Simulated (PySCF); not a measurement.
# Changing the system itself: SiSe⁺

Aim: change spin, charge, geometry, field or solvent of SiSe⁺, one at a time, and compare with the base run.

The runs use PySCF 2.14.0; method and basis as typed in the scripts.

**1. Starting geometry**

SiSe⁺: 2 atoms, charge 1, spin multiplicity 2.

No contacts short enough for the rule that draws bonds.

**2. The base run**

input.py

```python
from pyscf import gto, scf, mp

mol = gto.M(
    atom='Si 0 0 0; Se 0 0 2.679',
    basis='def2-svp',
    charge=1,
    spin=1,
    verbose=4,
)
mf = scf.UHF(mol)
mf.kernel()
mp.MP2(mf).kernel()
mf.dip_moment()
print('orbital energies (hartree):', [e[max(0, n-3):n+3].round(4) for e, n in zip(mf.mo_energy, mol.nelec)])
```

On the command line:

```bash
$ OMP_NUM_THREADS=1 python input.py
```

Its log is not repeated here.

Base result: E(SCF) = -2687.977561 Eh, E(MP2) − E(SCF) = -0.32830 Eh, ⟨S²⟩ = 0.801.

The bond length is a typed value, not an optimised one. The dipole of an ion depends on the origin.

**3. PCM, ε = 20.5**

Edit 1 changes solvent: none (gas phase) → PCM, ε = 20.5; step after the SCF: mp2 → analyze.

input.py

```python
from pyscf import gto, scf, solvent

mol = gto.M(
    atom='Si 0 0 0; Se 0 0 2.679',
    basis='def2-svp',
    charge=1,
    spin=1,
    verbose=4,
)
mf = scf.UHF(mol)
mf = solvent.PCM(mf)
mf.with_solvent.eps = 20.5
mf.kernel()
mf.analyze()
print('orbital energies (hartree):', [e[max(0, n-3):n+3].round(4) for e, n in zip(mf.mo_energy, mol.nelec)])
```

On the command line:

```bash
$ OMP_NUM_THREADS=1 python input.py
```

**4. Bond 0.1 Å**

Edit 2 changes bond length: 2.679 Å → 0.1 Å.

input.py: that of step 2 with these lines changed.

```diff
@@ -3,3 +3,3 @@
 mol = gto.M(
-    atom='Si 0 0 0; Se 0 0 2.679',
+    atom='Si 0 0 0; Se 0 0 0.1',
     basis='def2-svp',
```

**5. Sextet**

Edit 3 changes spin (2S): 1 → 5.

input.py: that of step 2 with these lines changed.

```diff
@@ -6,3 +6,3 @@
     charge=1,
-    spin=1,
+    spin=5,
     verbose=4,
```

**6. Bond 2.143 Å**

Edit 4 changes bond length: 2.679 Å → 2.143 Å.

input.py: that of step 2 with these lines changed.

```diff
@@ -3,3 +3,3 @@
 mol = gto.M(
-    atom='Si 0 0 0; Se 0 0 2.679',
+    atom='Si 0 0 0; Se 0 0 2.143',
     basis='def2-svp',
```

**Question.** What will these runs give? Wanted: for each run, E(SCF); from base; gap, α spin; after the SCF.

**Answer**, as computed:

```csv
run,E(SCF) (hartree),from base (eV),cycles,"gap, α spin (eV)",after the SCF
base,-2687.977561,0,19,7.40,MP2 correlation -8.933 eV
"PCM, ε = 20.5",-2688.080173,-2.7922,17,8.57,n/a
bond 0.1 Å (poor choice),-1430.341315,+34222.0256,10,15.07,MP2 correlation -3.454 eV
sextet,-2687.971581,+0.1627,13,9.79,MP2 correlation -7.061 eV
bond 2.143 Å,-2688.050493,-1.9846,21,10.78,MP2 correlation -9.002 eV
```

What this shows: Of the runs whose energies can be compared, “bond 0.1 Å” moves the SCF energy most (+34222.026 eV). A continuum solvent with ε = 20.5 lowers the energy by 2.792 eV, a large gain because the system is charged. The sextet solution found lies 0.16 eV above the base doublet at this geometry and level. The dearest run is “PCM, ε = 20.5”, at 4.4 s against 1.4 s. With bond 0.1 Å the frontier gap moves by over 1.5 eV, which can mean another electronic state rather than the bond length alone. With bond 2.143 Å the frontier gap moves by over 1.5 eV, which can mean another electronic state rather than the bond length alone. Rows marked «poor choice» come from settings spoiled on purpose.
